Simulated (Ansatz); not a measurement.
# SnGe18H3: the cost of one run

Method: DFT PBE, scalar-relativistic, plane waves, PAW, in Ansatz 0.2.0.

### 1 The structure to begin with

It takes space group P3m1 (No. 156, trigonal). The conventional cell has a = 12.002 Å, b = 12.002 Å, c = 24.700 Å, α = 90.00°, β = 90.00°, γ = 120.00°. Around Ge (site symmetry m) lie 1 H at 1.50 Å. Around Ge (site symmetry m) lie 4 Ge at 2.45 to 2.48 Å. Around Ge (site symmetry m) lie 4 Ge at 2.44 to 2.48 Å. Ge (site symmetry 3m) has 4 Ge at 2.41 to 2.44 Å as nearest neighbours. Ge (site symmetry 3m) has 4 Ge at 2.41 to 2.48 Å as nearest neighbours. Ge (site symmetry m) has 3 Ge at 2.48 to 2.51 Å and 1 Sn at 2.82 Å as nearest neighbours. H (site symmetry m) has 1 Ge at 1.50 Å as nearest neighbours. Ge (site symmetry m) has 4 Ge at 2.45 to 2.47 Å as nearest neighbours. Only part of the 26 independent sites is listed.

Structure file:

```cif
data_structure
_symmetry_space_group_name_H-M 'P3m1'
_symmetry_Int_Tables_number 156
_cell_length_a 12.0024
_cell_length_b 12.0024
_cell_length_c 24.7000
_cell_angle_alpha 90.000
_cell_angle_beta 90.000
_cell_angle_gamma 120.000
_cell_volume 3081.52
loop_
_atom_site_label
_atom_site_type_symbol
_atom_site_symmetry_multiplicity
_atom_site_Wyckoff_symbol
_atom_site_fract_x
_atom_site_fract_y
_atom_site_fract_z
_atom_site_occupancy
Ge1 Ge 3 d 0.77778 0.55556 0.65587 1
Ge2 Ge 3 d 0.88889 0.44444 0.62281 1
Ge3 Ge 3 d 0.89463 0.44731 0.52243 1
Ge4 Ge 1 c 0.66667 0.33333 0.49842 1
Ge5 Ge 1 c 0.66667 0.33333 0.40075 1
Ge6 Ge 3 d 0.76918 0.53836 0.34937 1
H1 H 3 d 0.77778 0.55556 0.71660 1
Ge7 Ge 3 d 0.88889 0.11111 0.62281 1
Ge8 Ge 3 d 0.88634 0.11366 0.52265 1
Ge9 Ge 6 e 0.66728 0.00084 0.48277 1
Ge10 Ge 6 e 0.67002 0.00117 0.37944 1
Ge11 Ge 3 d 0.77778 0.88889 0.65587 1
Ge12 Ge 3 d 0.79624 0.89812 0.34812 1
H2 H 3 d 0.77778 0.88889 0.71660 1
Ge13 Ge 3 d 0.11111 0.55556 0.65587 1
Ge14 Ge 3 d 0.22222 0.44444 0.62281 1
Ge15 Ge 3 d 0.21844 0.43688 0.52215 1
Ge16 Ge 3 d 0.12403 0.56202 0.35307 1
H3 H 3 d 0.11111 0.55556 0.71660 1
Ge17 Ge 1 a 0.00000 0.00000 0.49786 1
Ge18 Ge 1 a 0.00000 0.00000 0.40039 1
Ge19 Ge 1 b 0.33333 0.66667 0.50062 1
Ge20 Ge 1 b 0.33333 0.66667 0.40174 1
Sn1 Sn 1 a 0.00000 0.00000 0.27477 1
Sn2 Sn 1 c 0.66667 0.33333 0.27477 1
Sn3 Sn 1 b 0.33333 0.66667 0.27477 1
```

### 2 Relaxing the atoms: Sn3Ge54H9 slab, no spin

input.yaml

```yaml
crystal:
  lattice:
    - [12.002431, 0.0, 0.0]
    - [6.001215, 10.39441, 0.0]
    - [0.0, 0.0, 24.699958]
  atoms:
    - { symbol: Ge, position: [0.0, 0.0, 0.34413] }
    - { symbol: Ge, position: [0.111111, 0.111111, 0.377193] }
    - { symbol: Ge, position: [0.116852, 0.108241, 0.477574] }
    - { symbol: Ge, position: [0.888889, 0.222222, 0.501582] }
    - { symbol: Ge, position: [0.888889, 0.222222, 0.599253] }
    - { symbol: Ge, position: [-0.0085961, 0.017192, 0.650635] }
    - { symbol: H, position: [0.0, 0.0, 0.283401] }
    - { symbol: Ge, position: [0.0, 0.333333, 0.34413] }
    - { symbol: Ge, position: [0.111111, 0.444444, 0.377193] }
    - { symbol: Ge, position: [0.108564, 0.441897, 0.477351] }
    - { symbol: Ge, position: [0.889504, 0.554712, 0.517227] }
    - { symbol: Ge, position: [0.892242, 0.554388, 0.620564] }
    - { symbol: Ge, position: [-0.0085961, 0.324737, 0.650635] }
    - { symbol: H, position: [0.0, 0.333333, 0.283401] }
    - { symbol: Ge, position: [0.0, 0.666667, 0.34413] }
    - { symbol: Ge, position: [0.111111, 0.777778, 0.377193] }
    - { symbol: Ge, position: [0.108564, 0.782873, 0.477351] }
    - { symbol: Ge, position: [0.889504, 0.889118, 0.517227] }
    - { symbol: Ge, position: [0.892242, 0.886704, 0.620564] }
    - { symbol: Ge, position: [0.018459, 0.657437, 0.651881] }
    - { symbol: H, position: [0.0, 0.666667, 0.283401] }
    - { symbol: Ge, position: [0.333333, 0.0, 0.34413] }
    - { symbol: Ge, position: [0.444444, 0.111111, 0.377193] }
    - { symbol: Ge, position: [0.44066, 0.11868, 0.477849] }
    - { symbol: Ge, position: [0.221378, 0.222837, 0.517227] }
    - { symbol: Ge, position: [0.221054, 0.225575, 0.620564] }
    - { symbol: Ge, position: [0.346254, -0.0064602, 0.646934] }
    - { symbol: H, position: [0.333333, 0.0, 0.283401] }
    - { symbol: Ge, position: [0.333333, 0.333333, 0.34413] }
    - { symbol: Ge, position: [0.444444, 0.444444, 0.377193] }
    - { symbol: Ge, position: [0.449539, 0.441897, 0.477351] }
    - { symbol: Ge, position: [0.222222, 0.555556, 0.502137] }
    - { symbol: Ge, position: [0.222222, 0.555556, 0.599614] }
    - { symbol: Ge, position: [0.324104, 0.351793, 0.651881] }
    - { symbol: H, position: [0.333333, 0.333333, 0.283401] }
    - { symbol: Ge, position: [0.333333, 0.666667, 0.34413] }
    - { symbol: Ge, position: [0.444444, 0.777778, 0.377193] }
    - { symbol: Ge, position: [0.44066, 0.773993, 0.477849] }
    - { symbol: Ge, position: [0.221378, 0.889118, 0.517227] }
    - { symbol: Ge, position: [0.221054, 0.886704, 0.620564] }
    - { symbol: Ge, position: [0.324104, 0.657437, 0.651881] }
    - { symbol: H, position: [0.333333, 0.666667, 0.283401] }
    - { symbol: Ge, position: [0.666667, 0.0, 0.34413] }
    - { symbol: Ge, position: [0.777778, 0.111111, 0.377193] }
    - { symbol: Ge, position: [0.774908, 0.108241, 0.477574] }
    - { symbol: Ge, position: [0.555785, 0.222837, 0.517227] }
    - { symbol: Ge, position: [0.553371, 0.225575, 0.620564] }
    - { symbol: Ge, position: [0.660206, -0.0064602, 0.646934] }
    - { symbol: H, position: [0.666667, 0.0, 0.283401] }
    - { symbol: Ge, position: [0.666667, 0.333333, 0.34413] }
    - { symbol: Ge, position: [0.777778, 0.444444, 0.377193] }
    - { symbol: Ge, position: [0.774908, 0.450185, 0.477574] }
    - { symbol: Ge, position: [0.555785, 0.554712, 0.517227] }
    - { symbol: Ge, position: [0.553371, 0.554388, 0.620564] }
    - { symbol: Ge, position: [0.683859, 0.324737, 0.650635] }
    - { symbol: H, position: [0.666667, 0.333333, 0.283401] }
    - { symbol: Ge, position: [0.666667, 0.666667, 0.34413] }
    - { symbol: Ge, position: [0.777778, 0.777778, 0.377193] }
    - { symbol: Ge, position: [0.785346, 0.773993, 0.477849] }
    - { symbol: Ge, position: [0.555556, 0.888889, 0.499381] }
    - { symbol: Ge, position: [0.555556, 0.888889, 0.598261] }
    - { symbol: Ge, position: [0.660206, 0.679587, 0.646934] }
    - { symbol: H, position: [0.666667, 0.666667, 0.283401] }
    - { symbol: Sn, position: [0.222222, 0.555556, 0.7252263333] }
    - { symbol: Sn, position: [0.888889, 0.222222, 0.7252263333] }
    - { symbol: Sn, position: [0.555556, 0.888889, 0.7252263333] }
scf:
  occupations: { method: gaussian, width: 0.01 }
output:
  forces: true
  write_density: true
  write_potential: true
  elf: true
  volumetric_format: npy
hamiltonian:
  xc: pbe
kpoints:
  mp_grid: { grid: [4, 4, 1] }
efield:
  axis: 3
  dipole_correction: true
relax:
  f_tol: 0.003
  max_steps: 120
  constraints:
    - { sites: [0, 1, 6, 7, 8, 13, 14, 15, 20, 21, 22, 27, 28, 29, 34, 35, 36, 41, 42, 43, 48, 49, 50, 55, 56, 57, 62] }
```

Launch:

```
ansatz run input.yaml --threads 8 --pin off --max-ram 15360MiB --backend cpu --events-out ev --progress --plain --runs-dir out
```

What time and memory should one allow on 8 threads of Arm Neoverse N1, shared host?

About 46 min, with a peak of 10 GiB.
